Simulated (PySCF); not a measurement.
# C4H10GeO: the cost of one run

Computed with PySCF 2.14.0 and routines of our own; the level stands in each step. Atoms count from 0.

### Step 1. The starting structure

16 atoms, charge 0, multiplicity 1; geometry from: GFN2-xTB.

### Step 2. Relaxing the molecule at PBE0-D3(BJ)/def2-SVP

What the job is given:

```
{"job": {"xc": "PBE0", "basis": "def2-SVP", "d3": "d3bj", "grid": 1, "kind": "geom"}, "charge": 0, "multiplicity": 1}
C      2.634968    -0.195880     0.478624
C      2.007793     0.757887    -0.186928
O      0.688622     1.018286    -0.194510
Ge    -0.653583     0.095805     0.557655
C     -2.169012     1.288215     0.155568
C     -0.762985    -1.690025    -0.298466
H      2.096593    -0.881500     1.113363
H      3.700797    -0.306814     0.415479
H      2.548922     1.455837    -0.819418
H     -0.359872    -0.006224     2.050212
H     -2.213321     1.475126    -0.914131
H     -2.056551     2.242319     0.662679
H     -3.108861     0.841066     0.466298
H     -1.656648    -2.214879     0.023652
H     -0.806249    -1.567734    -1.377768
H      0.101788    -2.302543    -0.060731
```

The run is started by

```
> OMP_NUM_THREADS=1 python excited_run.py task.json out
```

One launch serves the whole session: the jobs run in the order shown.

Q: Estimate the wall time and peak memory of this first job on 1 thread of Arm Neoverse N1, shared host.

About 85 s, with a peak of 0.64 GiB.
